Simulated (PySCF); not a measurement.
# C6H8F2O2: the cost of one run

Computed with PySCF 2.14.0 and routines of our own; the level stands in each step. Atoms count from 0.

## 1. The system as given

18 atoms, charge 0, multiplicity 1; geometry from: GFN2-xTB.

## 2. Magnetic properties: GIAO PBE/pcSseg-1

The job: settings as JSON, then the geometry in Å.

```
{"job": {"kind": "mag", "xc": "PBE", "basis": "pcSseg-1", "isotopologues": 0}, "charge": 0, "multiplicity": 1}
C     -2.857450    -0.126893    -0.173366
C     -1.614499    -0.486238    -0.430303
C     -0.409551     0.233793     0.102615
F     -0.797981     1.365884     0.797591
C      0.418313    -0.656367     1.045990
O      1.651777    -0.058327     1.373476
C      2.392070     0.241152     0.239521
O      1.736940     1.168006    -0.604362
C      0.513071     0.731836    -1.037411
F      0.681000    -0.310808    -1.935485
H     -3.082043     0.723065     0.448006
H     -3.692256    -0.672610    -0.575761
H     -1.381186    -1.333700    -1.057267
H     -0.117943    -0.792980     1.985929
H      0.578976    -1.628972     0.557819
H      3.309802     0.730833     0.566592
H      2.620797    -0.676476    -0.334506
H      0.041404     1.555119    -1.587400
```

Method: GIAO PBE/pcSseg-1 magnetisability, rotational g tensor and spin-rotation constants, non-relativistic, gas phase.

Command:

```
$ OMP_NUM_THREADS=1 python excited_run.py task.json out
```

One launch serves the whole session: the jobs run in the order shown.

Q: Estimate the wall time and peak memory of this first job on 1 thread of Arm Neoverse V2, shared host.

About 58 s, with a peak of 0.73 GiB.
